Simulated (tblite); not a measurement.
# H30OSi19: the cost of one run

Computed with tblite 0.8.0 and PySCF 2.14.0 and routines of our own; the level stands in each step. Atoms count from 0.

## Step 1: The starting structure

50 atoms, charge 0, multiplicity 1; geometry from: force field, distance geometry or constructed start.

## Step 2: Relaxing the molecule with GFN2-xTB

What the job is given:

```
{"job": {"kind": "relax", "xc": "GFN2-xTB", "basis": "xTB"}, "charge": 0, "multiplicity": 1}
Si     0.413800     1.461200     1.116800
Si     0.405500     1.419900    -1.127200
Si     0.356200    -0.691100    -1.868400
Si     2.110800    -1.739700    -0.988400
Si     2.312400    -3.813200    -1.846100
Si     2.461500    -4.063900    -4.078400
Si    -1.366400    -1.845800     1.107500
Si    -1.398300    -1.868800    -1.126700
Si    -1.321200    -3.966600    -1.927600
Si    -1.316400    -3.984300    -4.164600
Si     0.520400    -4.980000    -1.167600
Si     0.579000    -4.791600    -5.039100
Si    -1.307800     2.704900     4.166400
Si    -1.250000     2.735000     1.921000
Si     0.495000    -0.713800     1.609600
Si    -1.163300     4.818600     1.113400
Si     0.453200     6.011800     4.258000
Si     0.447900     6.068200     2.020500
Si    -1.169500     4.727800     5.109800
O      1.884400    -1.418700     0.752600
H      1.625800     2.074700     1.552300
H      1.552400     2.099700    -1.631800
H     -0.692000     2.165900    -1.626100
H      0.330400    -0.679700    -3.298400
H      3.203500    -0.893300    -1.335500
H      3.441200    -4.533000    -1.347600
H      2.868100    -2.826200    -4.667700
H      3.539200    -4.949600    -4.381600
H     -2.611200    -1.359500     1.609000
H     -1.314900    -3.178000     1.626900
H     -2.602500    -1.252100    -1.581600
H     -2.472600    -4.676000    -1.463700
H     -1.556500    -2.667100    -4.663500
H     -2.425400    -4.735200    -4.644800
H      0.499600    -5.077100     0.253400
H      0.591700    -6.325300    -1.625800
H      0.620200    -4.497800    -6.440100
H      0.551200    -6.213900    -5.007000
H     -0.255000     1.866300     4.654000
H     -2.495100     2.047800     4.604800
H     -2.478200     2.156700     1.471100
H      0.639700    -0.800200     3.028600
H     -0.989100     4.773300    -0.313100
H     -2.424000     5.456400     1.272500
H      0.344100     7.335600     4.781700
H      1.721600     5.564600     4.725100
H      0.329800     7.421100     1.572500
H      1.722600     5.668900     1.524200
H     -2.422400     5.396900     4.996300
H     -0.986100     4.590000     6.518400
```

Run with:

```bash
$ OMP_NUM_THREADS=2 python large_run.py task.json out
```

This one command runs all jobs of the session in turn.

Q: Estimate the wall time and peak memory of this first job on 2 threads of Intel Xeon Platinum 8488C, shared host.

About 40 s, with a peak of 0.16 GiB.
